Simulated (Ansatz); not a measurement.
# GaBrCl radical: basis-set convergence

An exercise on one series of results from a longer session: the logs are not shown, and one member is left open.

Computed with Ansatz 0.2.0, Gaussian basis. Level: one geometry, several basis sets.

Levels to be run: PBE0-D4/def2-SVP; ωB97M-V/def2-SVP; PBE0-D4/def2-QZVPP; ωB97M-V/def2-QZVPP; the functionals' def2-TZVPP values are taken from earlier runs.

## The geometry

All runs share one geometry, relaxed beforehand with PBE0-D4 in a triple-zeta def2 set.

SMILES `[Cl][Ga][Br]`, 3 atoms, charge 0, spin multiplicity 2.

Atoms are counted from 1 here; the program's logs count them from 0.

Bond lengths: Cl1–Ga2 2.161 Å, Ga2–Br3 2.313 Å. Angles: Cl1–Ga2–Br3 119.3°.

Set-up of the first run:

File in.yaml:

```yaml
crystal:
  periodic: [false, false, false]
  atoms:
    - {symbol: Cl, position_ang: [-0.052990, 1.908213, 0.169120]}
    - {symbol: Ga, position_ang: [-0.660307, -0.094323, -0.368735]}
    - {symbol: Br, position_ang: [0.702297, -1.878692, 0.186315]}
basis:
  gaussian: {orbitals: def2-SVP}
magnetization: {spin_polarized: true, initial_magnetization: 1}
hamiltonian: {xc: pbe0, dispersion: d4}
output: {orbitals: {seedname: orbitals}}
```

Run with:

```sh
$ ansatz run in.yaml --threads 2 --pin off --events-out ev --progress --plain --max-ram 32768MiB --backend cpu
```

Among the steps run: PBE0-D4 in def2-SVP; ωB97M-V in def2-SVP; PBE0-D4 in def2-QZVPP; ωB97M-V in def2-QZVPP.

One of the session's tables, all rows but one given; the rest of the session is left out.

It belongs to the step «Functionals by basis». 

| functional | basis | HOMO (eV) | LUMO (eV) |
| --- | --- | --- | --- |
| PBE0-D4 | def2-SVP | -6.89 | -3.99 |
| PBE0-D4 | def2-TZVPP | -6.97 | -4.05 |
| PBE0-D4 | def2-QZVPP | -6.99 | -4.08 |
| ωB97M-V | def2-SVP | -8.83 | -2.29 |
| ωB97M-V | def2-TZVPP | -8.93 | -2.39 |
| ωB97M-V | def2-QZVPP | ? | ? |

Q: Estimate the row for ωB97M-V, def2-QZVPP from the others.

**Answer.** HOMO (eV): -8.97; LUMO (eV): -2.46. In the column «HOMO (eV)» it is the lowest.
